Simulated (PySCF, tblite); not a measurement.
**C₄H₈S₂Si: geometry, infrared bands and NMR shifts**

What infrared bands and NMR shifts should C₄H₈S₂Si (`C#CCS[SiH2]SC`) show?

The runs use tblite 0.8.0 and PySCF 2.14.0, with density-fitted response routines of our own; the level of theory stands in each step. All values are computed, except where a source is named. Atoms are numbered from 0 throughout.

## (1) Starting geometry

15 atoms, charge 0, multiplicity 1; geometry from: force field or distance geometry start.

Bonds of the start (Å): C0–C1 1.20, C1–C2 1.48, C2–S3 1.82, S3–Si4 2.16, Si4–S5 2.14, S5–C6 1.83, C0–H7 1.08, C2–H8 1.10, C2–H9 1.10, Si4–H10 1.45, Si4–H11 1.47, C6–H12 1.13, C6–H13 1.10, C6–H14 1.10.

## (2) Optimising the geometry with GFN2-xTB

The job: settings as JSON, then the geometry in Å.

```
{"job": {"kind": "relax", "xc": "GFN2-xTB", "basis": "xTB"}, "charge": 0, "multiplicity": 1}
C     -3.020900     1.376800     1.124500
C     -2.723000     0.423400     0.454300
C     -2.323400    -0.766900    -0.321200
S     -1.122900    -1.746900     0.635500
Si     0.612400    -0.472300     0.765600
S      1.369200    -0.250900    -1.221400
C      3.176500    -0.490500    -1.123700
H     -3.303200     2.229000     1.732700
H     -3.186900    -1.392000    -0.604400
H     -1.750800    -0.379100    -1.173800
H      1.628900    -1.112900     1.575800
H      0.137800     0.799400     1.341300
H      3.313000    -1.279600    -0.326500
H      3.538300    -0.884900    -2.081800
H      3.650500     0.449600    -0.798700
```

On the command line:

```bash
$ OMP_NUM_THREADS=1 python probes_run.py task.json out
```

The driver reads the jobs from task.json and runs them one after another.

**Question.** This job is followed by: GFN2-xTB harmonic vibrations, gas phase; GIAO PBE0/pcSseg-1 NMR shielding, non-relativistic, gas phase. Predict these results of the whole session: strongest single infrared mode (GFN2-xTB); zero-point energy (GFN2-xTB); ¹³C shifts against TMS (PBE0/pcSseg-1); ¹H shifts against TMS (PBE0/pcSseg-1, means over atoms taken as alike); ³³S shifts against CS2 (PBE0/pcSseg-1); ²⁹Si shifts against TMS (PBE0/pcSseg-1).

**Answer**, as computed:

```
                                                              quantity                       value
                             strongest single infrared mode (GFN2-xTB)        690 cm⁻¹, 419 km/mol
                                          zero-point energy (GFN2-xTB)               64.4 kcal/mol
                                ¹³C shifts against TMS (PBE0/pcSseg-1)  83.9, 81.7, 20.1, 12.2 ppm
¹H shifts against TMS (PBE0/pcSseg-1, means over atoms taken as alike)  5.33, 3.35, 2.05, 1.94 ppm
                                ³³S shifts against CS2 (PBE0/pcSseg-1)              -113, -214 ppm
                               ²⁹Si shifts against TMS (PBE0/pcSseg-1)                   -11.1 ppm
```

In words: Relaxing lowered the energy by 0.330 eV in 145 steps; the close pair that moved most is C6–H12, from 1.130 to 1.085 Å. No mode is imaginary among the 39: a minimum at this level. The strongest single mode, at 690 cm⁻¹, moves mainly H11 and H10. Unscaled tight-binding wavenumbers are off by several per cent, some by more. Its intensities can rank the bands wrongly. At PBE0/pcSseg-1: The widest tensor belongs to S3: span 349 ppm, with a paramagnetic part of -441 ppm.
